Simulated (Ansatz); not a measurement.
# CH₄FIn: small, medium and large basis sets

The task here is to estimate one member of a computed series from the others.

Program: Ansatz 0.2.0, Gaussian basis. Level of theory: one geometry, several basis sets. These are calculated values, not measurements.

Plan: PBE0-D4/def2-SVP; ωB97M-V/def2-SVP; PBE0-D4/def2-QZVPP; ωB97M-V/def2-QZVPP; the functionals' def2-TZVPP values are taken from earlier runs.

**The geometry**

An earlier PBE0-D4 in a triple-zeta def2 set relaxation fixed the geometry. In takes the def2 core potential; no spin-orbit term is included.

SMILES `F[CH2][InH2]`, 7 atoms, charge 0, spin multiplicity 1.

Atoms are counted from 1 here; the program's logs count them from 0.

Bond lengths: F1–C2 1.391 Å, C2–In3 2.180 Å, C2–H4 1.095 Å, C2–H5 1.095 Å, In3–H6 1.721 Å, In3–H7 1.729 Å. Angles: F1–C2–In3 112.0°, F1–C2–H4 108.0°, F1–C2–H5 108.0°, In3–C2–H4 110.7°, In3–C2–H5 110.7°, H4–C2–H5 107.2°, C2–In3–H6 120.0°, C2–In3–H7 118.1°, H6–In3–H7 121.8°.

The first run:

File in.yaml:

```yaml
crystal:
  periodic: [false, false, false]
  atoms:
    - {symbol: F, position_ang: [-1.859588, 0.101347, -0.630860]}
    - {symbol: C, position_ang: [-0.644387, -0.562184, -0.497111]}
    - {symbol: In, position_ang: [0.821247, 0.628510, 0.592385]}
    - {symbol: H, position_ang: [-0.278532, -0.804231, -1.500804]}
    - {symbol: H, position_ang: [-0.831566, -1.511030, 0.017236]}
    - {symbol: H, position_ang: [0.397798, 2.190915, 1.177843]}
    - {symbol: H, position_ang: [2.395029, -0.043327, 0.841322]}
basis:
  gaussian: {orbitals: def2-SVP}
hamiltonian: {xc: pbe0, dispersion: d4}
output: {orbitals: {seedname: orbitals}}
```

Launch:

```bash
ansatz run in.yaml --threads 2 --pin off --events-out ev --progress --plain --max-ram 4352MiB
```

Steps of the session up to this table: PBE0-D4 in def2-SVP; ωB97M-V in def2-SVP; PBE0-D4 in def2-QZVPP; ωB97M-V in def2-QZVPP.

One table of the session follows, with a row left open; its other results are not shown here.

It belongs to the step «Density functionals: the series». 

| functional | basis | HOMO (eV) | LUMO (eV) |
| --- | --- | --- | --- |
| PBE0-D4 | def2-SVP | -7.25 | -1.74 |
| PBE0-D4 | def2-TZVPP | -7.35 | -1.79 |
| PBE0-D4 | def2-QZVPP | ? | ? |
| ωB97M-V | def2-SVP | -9.43 | -0.19 |
| ωB97M-V | def2-TZVPP | -9.56 | -0.34 |
| ωB97M-V | def2-QZVPP | -9.59 | -0.37 |

Estimate the missing values for PBE0-D4, def2-QZVPP.

As computed: HOMO (eV): -7.39; LUMO (eV): -1.80. In the column «HOMO (eV)» it lies between ωB97M-V, def2-SVP (-9.43) and PBE0-D4, def2-TZVPP (-7.35).
